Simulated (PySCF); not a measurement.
**A gas-phase reaction: F2H2O2Si + F → F2HO2Si + FH**

Wanted: the reaction energy for `O[Si](O)(F)F` + `[F-]` → `[O-][Si](O)(F)F` + `F`.

Programs: PySCF 2.14.0. All values are calculated, for the isolated system unless a continuum is named. Atoms count from 0, parts from 1.

## 1. Starting point

Each species was relaxed by itself at PBE0-D3(BJ)/def2-SVPD.

## 2. Reaction energy: wB97M-D3(BJ)/def2-TZVPD

Job settings and geometry (Å):

```
{"job": {"kind": "react", "xc": "wB97M-D3(BJ)", "basis": "def2-TZVPD"}, "charge": 0, "multiplicity": 1}
-1 F2H2O2Si charge 0 multiplicity 1
O      1.488500     0.474900    -0.250900
Si    -0.104290     0.326740     0.047290
O     -0.630970    -1.151770    -0.408760
F     -0.467240     0.571460     1.601290
F     -0.840200     1.513690    -0.745070
H      2.067520    -0.270810    -0.079460
H     -1.503410    -1.449300    -0.140640

-1 F charge -1 multiplicity 1
F      0.000000     0.000000     0.000000

+1 F2HO2Si charge -1 multiplicity 1
O     -1.146940    -0.076680     1.616900
Si    -0.381550     0.005170     0.270090
O      1.300350    -0.171370     0.304220
F     -0.551870     1.397420    -0.632940
F     -0.807410    -1.076210    -0.926570
H      1.673780    -0.101800    -0.577240

+1 FH charge 0 multiplicity 1
F      0.458270    -0.001720    -0.040870
H     -0.458270     0.001720     0.040870
```

With the program's defaults for keys left out, this is: wB97M-D3(BJ)/def2-TZVPD reaction energy of separated species, gas phase.

Started as:

```
$ OMP_NUM_THREADS=1 python cluster_run.py task.json out
```

This one command runs all jobs of the session in turn.

What it wrote:

```text
species 1 (F2H2O2Si)
coarse grid: 32320 points
cycle   1  E = -641.1763960151  dE =  5.224e-01  |g| = 1.048e+00  |ddm| = 2.166e+00
cycle   2  E = -641.1866203159  dE = -1.022e-02  |g| = 1.106e+00  |ddm| = 1.207e+00
cycle   3  E = -641.3623566003  dE = -1.757e-01  |g| = 4.047e-02  |ddm| = 5.706e-01
cycle   4  E = -641.3627101183  dE = -3.535e-04  |g| = 1.133e-02  |ddm| = 4.424e-02
cycle   5  E = -641.3627401639  dE = -3.005e-05  |g| = 5.717e-03  |ddm| = 1.206e-02
cycle   6  E = -641.3627450773  dE = -4.913e-06  |g| = 1.824e-03  |ddm| = 3.822e-03
final grid: 68296 points
cycle   7  E = -641.3626921523  dE = -1.631e-07  |g| = 2.022e-03  |ddm| = 2.554e-03
cycle   8  E = -641.3626919829  dE =  1.694e-07  |g| = 2.333e-03  |ddm| = 1.770e-03
cycle   9  E = -641.3626927359  dE = -7.530e-07  |g| = 4.119e-05  |ddm| = 9.417e-04
cycle  10  E = -641.3626927370  dE = -1.105e-09  |g| = 2.291e-05  |ddm| = 8.082e-05
cycle  11  E = -641.3626927371  dE = -1.241e-10  |g| = 7.023e-06  |ddm| = 2.315e-05
converged SCF energy = -641.3626927371

species 2 (F)
coarse grid: 5304 points
cycle   1  E = -99.7735595435  dE = -1.701e-01  |g| = 8.390e-01  |ddm| = 3.042e-01
cycle   2  E = -99.4217741307  dE =  3.518e-01  |g| = 1.736e+00  |ddm| = 1.187e+00
cycle   3  E = -99.9129072191  dE = -4.911e-01  |g| = 3.879e-02  |ddm| = 7.668e-01
cycle   4  E = -99.9130379075  dE = -1.307e-04  |g| = 2.144e-02  |ddm| = 3.124e-02
cycle   5  E = -99.9130976974  dE = -5.979e-05  |g| = 1.450e-03  |ddm| = 8.861e-03
cycle   6  E = -99.9130979605  dE = -2.631e-07  |g| = 2.299e-04  |ddm| = 4.862e-04
final grid: 11608 points
cycle   7  E = -99.9130859017  dE =  1.872e-09  |g| = 2.255e-04  |ddm| = 1.777e-04
cycle   8  E = -99.9130858948  dE =  6.925e-09  |g| = 3.200e-04  |ddm| = 1.966e-04
cycle   9  E = -99.9130859089  dE = -1.404e-08  |g| = 1.900e-06  |ddm| = 1.112e-04
cycle  10  E = -99.9130859089  dE = -1.251e-12  |g| = 7.399e-08  |ddm| = 3.603e-06
converged SCF energy = -99.9130859089

species 3 (F2HO2Si)
coarse grid: 29848 points
cycle   1  E = -640.5206442159  dE =  3.040e-01  |g| = 1.258e+00  |ddm| = 2.052e+00
cycle   2  E = -640.3679402928  dE =  1.527e-01  |g| = 1.619e+00  |ddm| = 1.711e+00
cycle   3  E = -640.8038775037  dE = -4.359e-01  |g| = 1.872e-01  |ddm| = 1.018e+00
cycle   4  E = -640.8092169533  dE = -5.339e-03  |g| = 5.466e-02  |ddm| = 1.026e-01
cycle   5  E = -640.8097263673  dE = -5.094e-04  |g| = 7.074e-03  |ddm| = 4.347e-02
cycle   6  E = -640.8097432514  dE = -1.688e-05  |g| = 2.007e-03  |ddm| = 1.262e-02
cycle   7  E = -640.8097443946  dE = -1.143e-06  |g| = 1.165e-03  |ddm| = 3.407e-03
final grid: 62928 points
cycle   8  E = -640.8096425843  dE = -2.041e-07  |g| = 1.412e-03  |ddm| = 2.580e-03
cycle   9  E = -640.8096424753  dE =  1.090e-07  |g| = 1.686e-03  |ddm| = 1.383e-03
cycle  10  E = -640.8096428941  dE = -4.188e-07  |g| = 5.697e-05  |ddm| = 7.073e-04
cycle  11  E = -640.8096428953  dE = -1.249e-09  |g| = 5.412e-05  |ddm| = 1.389e-04
cycle  12  E = -640.8096428960  dE = -7.236e-10  |g| = 5.925e-06  |ddm| = 5.964e-05
converged SCF energy = -640.8096428960

species 4 (FH)
coarse grid: 7776 points
cycle   1  E = -100.4688217949  dE = -9.408e-02  |g| = 4.644e-01  |ddm| = 6.197e-01
cycle   2  E = -100.4725029590  dE = -3.681e-03  |g| = 5.038e-01  |ddm| = 3.808e-01
cycle   3  E = -100.5053167047  dE = -3.281e-02  |g| = 2.574e-02  |ddm| = 1.678e-01
cycle   4  E = -100.5053926821  dE = -7.598e-05  |g| = 5.006e-03  |ddm| = 1.077e-02
cycle   5  E = -100.5053973231  dE = -4.641e-06  |g| = 4.334e-04  |ddm| = 3.766e-03
final grid: 16976 points
cycle   6  E = -100.5053933537  dE = -6.418e-08  |g| = 1.044e-04  |ddm| = 8.214e-04
cycle   7  E = -100.5053933572  dE = -3.456e-09  |g| = 7.807e-05  |ddm| = 2.169e-04
cycle   8  E = -100.5053933580  dE = -7.991e-10  |g| = 2.106e-05  |ddm| = 3.717e-05
converged SCF energy = -100.5053933580

Reaction energy = -24.283 kcal/mol
```

Run time: 56 s. Hardware: 1 thread of Arm Neoverse N1, shared host; peak memory 0.77 GiB.

Species by species (with the dispersion term, which the log's SCF energies lack):

```tsv
ν	species	energy (Eh)	HOMO (eV)
-1	O[Si](O)(F)F	-641.36822	-12.86
-1	[F-]	-99.91309	-2.89
+1	[O-][Si](O)(F)F	-640.81437	-4.95
+1	F	-100.50563	-14.54
```

## 3. Energies of the species: PBE0-D3(BJ)/def2-TZVPD

The job, as its differences from that of step 2:

```diff
@@ -1,2 +1,2 @@
-{"job": {"kind": "react", "xc": "wB97M-D3(BJ)", "basis": "def2-TZVPD"}, "charge": 0, "multiplicity": 1}
+{"job": {"kind": "react", "xc": "PBE0", "basis": "def2-TZVPD", "disp": "d3bj"}, "charge": 0, "multiplicity": 1}
 -1 F2H2O2Si charge 0 multiplicity 1
```

With the program's defaults for keys left out, this is: PBE0-D3(BJ)/def2-TZVPD reaction energy of separated species, gas phase.

What it wrote:

```text
species 1 (F2H2O2Si)
coarse grid: 7208 points
cycle   1  E = -640.5740873240  dE =  6.040e-01  |g| = 1.128e+00  |ddm| = 2.263e+00
cycle   2  E = -640.3562268480  dE =  2.179e-01  |g| = 1.627e+00  |ddm| = 1.572e+00
cycle   3  E = -640.7779266009  dE = -4.217e-01  |g| = 5.665e-02  |ddm| = 9.639e-01
cycle   4  E = -640.7781889758  dE = -2.624e-04  |g| = 4.703e-02  |ddm| = 5.370e-02
cycle   5  E = -640.7785108936  dE = -3.219e-04  |g| = 6.170e-03  |ddm| = 2.306e-02
cycle   6  E = -640.7785165325  dE = -5.639e-06  |g| = 9.929e-04  |ddm| = 4.001e-03
final grid: 68296 points
cycle   7  E = -640.7838960966  dE = -4.049e-05  |g| = 6.864e-03  |ddm| = 2.531e-02
cycle   8  E = -640.7838862096  dE =  9.887e-06  |g| = 1.029e-02  |ddm| = 8.130e-03
cycle   9  E = -640.7839031041  dE = -1.689e-05  |g| = 4.107e-04  |ddm| = 5.095e-03
cycle  10  E = -640.7839031239  dE = -1.980e-08  |g| = 1.674e-04  |ddm| = 2.332e-04
cycle  11  E = -640.7839031277  dE = -3.803e-09  |g| = 4.949e-05  |ddm| = 9.877e-05
cycle  12  E = -640.7839031280  dE = -3.415e-10  |g| = 8.996e-06  |ddm| = 3.053e-05
converged SCF energy = -640.7839031280

species 2 (F)
coarse grid: 1088 points
cycle   1  E = -99.6480299908  dE = -8.108e-02  |g| = 8.599e-01  |ddm| = 3.156e-01
cycle   2  E = -97.8823061729  dE =  1.766e+00  |g| = 3.110e+00  |ddm| = 2.037e+00
cycle   3  E = -99.7922027745  dE = -1.910e+00  |g| = 7.027e-02  |ddm| = 1.718e+00
cycle   4  E = -99.7924511220  dE = -2.483e-04  |g| = 5.277e-02  |ddm| = 6.585e-02
cycle   5  E = -99.7928802840  dE = -4.292e-04  |g| = 8.706e-03  |ddm| = 1.832e-02
cycle   6  E = -99.7928921043  dE = -1.182e-05  |g| = 1.037e-03  |ddm| = 3.146e-03
cycle   7  E = -99.7928922756  dE = -1.713e-07  |g| = 4.564e-06  |ddm| = 4.256e-04
final grid: 11608 points
cycle   8  E = -99.7963210859  dE = -3.387e-06  |g| = 9.094e-04  |ddm| = 3.670e-03
cycle   9  E = -99.7963207951  dE =  2.908e-07  |g| = 1.611e-03  |ddm| = 9.527e-04
cycle  10  E = -99.7963211908  dE = -3.957e-07  |g| = 1.338e-04  |ddm| = 7.234e-04
cycle  11  E = -99.7963211937  dE = -2.821e-09  |g| = 9.473e-06  |ddm| = 6.123e-05
cycle  12  E = -99.7963211937  dE = -1.552e-11  |g| = 5.050e-07  |ddm| = 4.784e-06
converged SCF energy = -99.7963211937

species 3 (F2HO2Si)
coarse grid: 6592 points
cycle   1  E = -639.9076884892  dE =  4.480e-01  |g| = 1.326e+00  |ddm| = 2.153e+00
cycle   2  E = -638.9190043764  dE =  9.887e-01  |g| = 2.515e+00  |ddm| = 3.622e+00
cycle   3  E = -640.1731794383  dE = -1.254e+00  |g| = 5.050e-01  |ddm| = 3.207e+00
cycle   4  E = -640.2186195565  dE = -4.544e-02  |g| = 9.705e-02  |ddm| = 2.922e-01
cycle   5  E = -640.2198973515  dE = -1.278e-03  |g| = 1.985e-02  |ddm| = 5.778e-02
cycle   6  E = -640.2199459391  dE = -4.859e-05  |g| = 1.226e-02  |ddm| = 1.561e-02
cycle   7  E = -640.2199705706  dE = -2.463e-05  |g| = 2.102e-03  |ddm| = 6.708e-03
cycle   8  E = -640.2199712767  dE = -7.060e-07  |g| = 3.316e-04  |ddm| = 1.772e-03
final grid: 62928 points
cycle   9  E = -640.2256714139  dE = -3.609e-05  |g| = 8.061e-03  |ddm| = 3.003e-02
cycle  10  E = -640.2256421267  dE =  2.929e-05  |g| = 1.508e-02  |ddm| = 1.205e-02
cycle  11  E = -640.2256817833  dE = -3.966e-05  |g| = 1.046e-03  |ddm| = 8.388e-03
cycle  12  E = -640.2256819473  dE = -1.639e-07  |g| = 4.386e-04  |ddm| = 7.556e-04
cycle  13  E = -640.2256819792  dE = -3.192e-08  |g| = 5.539e-05  |ddm| = 2.371e-04
cycle  14  E = -640.2256819796  dE = -4.231e-10  |g| = 1.686e-05  |ddm| = 4.239e-05
converged SCF energy = -640.2256819796

species 4 (FH)
coarse grid: 1712 points
cycle   1  E = -100.3540587757  dE = -3.605e-02  |g| = 4.957e-01  |ddm| = 6.253e-01
cycle   2  E = -100.3145428062  dE =  3.952e-02  |g| = 7.430e-01  |ddm| = 5.125e-01
cycle   3  E = -100.3937795042  dE = -7.924e-02  |g| = 2.284e-02  |ddm| = 2.892e-01
cycle   4  E = -100.3938550708  dE = -7.557e-05  |g| = 4.204e-03  |ddm| = 9.787e-03
cycle   5  E = -100.3938570543  dE = -1.984e-06  |g| = 3.554e-04  |ddm| = 1.247e-03
final grid: 16976 points
cycle   6  E = -100.3948395058  dE = -1.851e-05  |g| = 3.972e-03  |ddm| = 7.458e-03
cycle   7  E = -100.3948376082  dE =  1.898e-06  |g| = 5.460e-03  |ddm| = 3.332e-03
cycle   8  E = -100.3948416405  dE = -4.032e-06  |g| = 1.000e-04  |ddm| = 1.999e-03
cycle   9  E = -100.3948416418  dE = -1.298e-09  |g| = 1.785e-05  |ddm| = 3.951e-05
cycle  10  E = -100.3948416418  dE = -4.836e-11  |g| = 3.046e-06  |ddm| = 1.028e-05
converged SCF energy = -100.3948416418

Reaction energy = -25.054 kcal/mol
```

Wall time 28 s (1 thread of Arm Neoverse N1, shared host); peak memory 0.64 GiB.

Reaction energy at this level: -25.05 kcal/mol.

## 4. Side by side

Energies in kcal/mol, with wall time:

```tsv
run	reaction	time
wB97M-D3(BJ)/def2-TZVPD	-24.28	56 s
PBE0-D3(BJ)/def2-TZVPD	-25.05	28 s
```

## 5. Outcome

| quantity | value |
| --- | --- |
| reaction energy (wB97M-D3(BJ)/def2-TZVPD) | -24.28 kcal/mol |
| ΔH, ΔG at 298 K (xTB thermal terms) | -25.4, -26.3 kcal/mol |
| range of the reaction energy over the runs of this table | -25.05 to -24.28 kcal/mol |

What this shows: The reaction is exothermic by 25.4 kcal/mol in the gas phase; dispersion gives +0.35, and xTB itself gave -24.98 for the electronic energy (xTB energies and thermal terms come from the earlier relaxation of each species, not shown). No barrier was sought. The reaction energy runs from -25.05 (PBE0-D3(BJ)/def2-TZVPD) to -24.28 kcal/mol (wB97M-D3(BJ)/def2-TZVPD).
